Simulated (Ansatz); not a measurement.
# STi: the cost of one run

Method: def2-TZVPP, core rule «outside noble gas», up to 14 orbitals frozen; program: Ansatz 0.2.0, Gaussian basis.

Plan: UHF; ROHF; CCSD(T) on UHF.

2 further runs of the same task are left out: 2 set aside as unsound or not needed.

## (1) What is computed

The geometry is a PBE0/def2-TZVP stationary point (not a proven minimum) of the parent state, kept for this charge and spin.

2 atoms, charge 1, spin multiplicity 2.

Atoms are counted from 1 here; the program's logs count them from 0.

Bond lengths: Ti1–S2 2.005 Å.

As a file:

```
Ti    0.00000    0.00000    0.00000
S     0.00000    0.00000    2.00515
```

## (2) UHF

Input file in.yaml:

```yaml
crystal:
  periodic: [false, false, false]
  atoms:
    - {symbol: Ti, position_ang: [0.000000, 0.000000, 0.000000]}
    - {symbol: S, position_ang: [0.000000, 0.000000, 2.005145]}
basis:
  gaussian: {orbitals: def2-TZVPP}
total_charge: 1
magnetization: {spin_polarized: true, initial_magnetization: 1}
hamiltonian: {xc: hf}
output: {orbitals: {seedname: orbitals}}
```

Started as:

```bash
$ ansatz run in.yaml --threads 1 --pin off --events-out ev --progress --plain --max-ram 4096MiB --backend cpu
```

Q: Estimate wall time and peak memory on 1 thread of AMD EPYC 7R13, shared host.

About 41 s, with a peak of 0.32 GiB.
